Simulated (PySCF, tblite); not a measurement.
# C7H13FO2: geometry, infrared bands and NMR shifts

Wanted: the infrared bands and NMR shifts of C7H13FO2 (`CO[C@@H]1CC[C@@H](CF)CO1`), by calculation.

Computed with tblite 0.8.0 and PySCF 2.14.0, with density-fitted response routines of our own, on a single molecule in the gas phase. Atoms count from 0, in the outputs and in this text.

**1. The molecule as given**

23 atoms, charge 0, multiplicity 1; geometry from: force field or distance geometry start.

Bonds of the start (Å): C0–O1 1.43, O1–C2 1.42, C2–C3 1.53, C3–C4 1.52, C4–C5 1.54, C5–C6 1.53, C6–F7 1.36, C5–C8 1.53, C8–O9 1.43, O9–C2 1.44, C0–H10 1.10, C0–H11 1.09, C0–H12 1.08, C2–H13 1.09, C3–H14 1.11, C3–H15 1.11, C4–H16 1.10, C4–H17 1.10, C5–H18 1.09, C6–H19 1.10, C6–H20 1.09, C8–H21 1.09, C8–H22 1.10.

**2. Relaxing the molecule with GFN2-xTB**

What the job is given:

```
{"job": {"kind": "relax", "xc": "GFN2-xTB", "basis": "xTB"}, "charge": 0, "multiplicity": 1}
C      3.160200    -0.238200    -0.396900
O      1.881500    -0.845200    -0.200400
C      1.027400    -0.034100     0.594000
C     -0.195900    -0.847200     1.016700
C     -1.128000    -1.151200    -0.142200
C     -1.447500     0.113400    -0.962300
C     -2.403700     1.041100    -0.218400
F     -3.566600     0.379400     0.008800
C     -0.141900     0.847500    -1.287600
O      0.599000     1.143400    -0.105600
H      3.041900     0.704000    -0.945300
H      3.650900    -0.064300     0.561700
H      3.762800    -0.912200    -0.982500
H      1.554700     0.290500     1.491300
H     -0.756900    -0.289900     1.789000
H      0.124800    -1.799300     1.487600
H     -0.640500    -1.876000    -0.807200
H     -2.048600    -1.627400     0.212200
H     -1.933700    -0.189200    -1.885700
H     -2.013100     1.370100     0.759700
H     -2.642400     1.931300    -0.807200
H      0.469000     0.270500    -1.981600
H     -0.358000     1.810100    -1.773300
```

Launch:

```sh
OMP_NUM_THREADS=1 python probes_run.py task.json out
```

This one command runs all jobs of the session in turn.

**Question.** This job is followed by: GFN2-xTB harmonic vibrations, gas phase; GIAO PBE0/pcSseg-1 NMR shielding, non-relativistic, gas phase. What will the session give for the following? strongest single infrared mode (GFN2-xTB); zero-point energy (GFN2-xTB); 13C shifts against TMS (PBE0/pcSseg-1); 1H shifts against TMS (PBE0/pcSseg-1, means over atoms taken as alike); 17O shifts against H2O (PBE0/pcSseg-1); 19F shifts against CFCl3 (PBE0/pcSseg-1); surface potential, 1st and 99th percentile.

**Answer**, as computed:

```
                                                              quantity                                                                 value
                             strongest single infrared mode (GFN2-xTB)                                                 1058 cm⁻¹, 133 km/mol
                                          zero-point energy (GFN2-xTB)                                                        121.9 kcal/mol
                                13C shifts against TMS (PBE0/pcSseg-1)                         102.0, 85.4, 62.1, 56.9, 38.1, 28.2, 19.9 ppm
1H shifts against TMS (PBE0/pcSseg-1, means over atoms taken as alike)  5.20, 4.73, 4.67, 4.29, 3.58, 3.32, 2.05, 1.99, 1.93, 1.60, 1.49 ppm
                                17O shifts against H2O (PBE0/pcSseg-1)                                                        57.6, 56.6 ppm
                              19F shifts against CFCl3 (PBE0/pcSseg-1)                                                            -257.8 ppm
                                 surface potential, 1st and 99th percentile                                                    -1.23 V and 0.82 V
```

**Reading.** Relaxing lowered the energy by 0.110 eV in 37 steps; the close pair that moved most is C2–O9, from 1.435 to 1.408 Å. No mode is imaginary among the 63: a minimum at this level. The strongest single mode, at 1058 cm⁻¹, is spread over several atoms, O1, C0, O9, C8 among them. Unscaled tight-binding wavenumbers are off by several per cent, some by more. Its intensities can rank the bands wrongly. At PBE0/pcSseg-1: The largest span, 103 ppm, is at C6, where the paramagnetic term is -143 ppm.
